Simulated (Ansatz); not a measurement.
BBrH₂, SMILES BBr, vertical and adiabatic energies of changing the electron count

Run with the Ansatz DFT code, driven from Python.

The script, `bbrh2.py`:
```python
# -*- coding: utf-8 -*-
"""How BBrH2 relaxes after losing an electron."""

import ansatz as az
import numpy as np

bbrh2 = (
    az.Crystal.molecule()
    .atom("B", [-0.1374, -0.0102, -0.0834])
    .atom("Br", [1.5478, -0.3555, 0.8146])
    .atom("H", [-1.1798, -0.5956, 0.1592])
    .atom("H", [-0.1751, 0.901, -0.9107])
)

calc = (
    bbrh2.calculation()
    .basis(gaussian="def2-SVP")
    .functional("r2scan")
)
symbols = [site.symbol for site in bbrh2.cartesian_sites]
start = np.array([site.position_ang for site in bbrh2.cartesian_sites], dtype=float)
summary = calc.relax(force_tolerance=0.01, max_steps=100).run(threads=1).report
end = np.array(summary["positions_ang"])

minimum = az.Crystal.molecule()
for symbol, place in zip(symbols, end):
    minimum = minimum.atom(symbol, place.tolist())
ion = (
    minimum.calculation()
    .basis(gaussian="def2-SVP")
    .functional("r2scan")
    .charge(1)
    .spin("collinear", total=1)
)
vertical = ion.run(threads=1).report
settled = ion.relax(force_tolerance=0.01, max_steps=80).run(threads=1).report
print(f"vertical ionisation energy   {vertical['free_energy_ev'] - summary['free_energy_ev']:.3f} eV")
print(f"adiabatic, no zero point     {settled['free_energy_ev'] - summary['free_energy_ev']:.3f} eV")
print(f"relaxation energy of the ion {vertical['free_energy_ev'] - settled['free_energy_ev']:.3f} eV")
ionised = np.array(settled["positions_ang"])
print("final positions (A) and the move of each atom")
for symbol, xyz, old in zip(symbols, ionised, end):
    print(f"{symbol:2s} {xyz[0]:10.5f} {xyz[1]:10.5f} {xyz[2]:10.5f}   {np.linalg.norm(xyz - old):7.4f}")
```

```console
$ python bbrh2.py
vertical ionisation energy   10.719 eV
adiabatic, no zero point     10.678 eV
relaxation energy of the ion 0.041 eV
final positions (A) and the move of each atom
B    -0.10600    0.01362   -0.07055    0.0536
Br    1.46796   -0.36283    0.78950    0.0105
H    -1.13365   -0.61133    0.17878    0.0244
H    -0.17281    0.90025   -0.91802    0.0244
```

The energies are electronic: no zero-point or thermal terms, and the basis set is short of its limit. The product may relax into another structure. The relaxation finds the nearest minimum, so the adiabatic value is an upper bound. Wall time of the script: 31 s on 1 thread of Arm Neoverse V2, with other jobs on the host, peak memory 0.21 GiB.
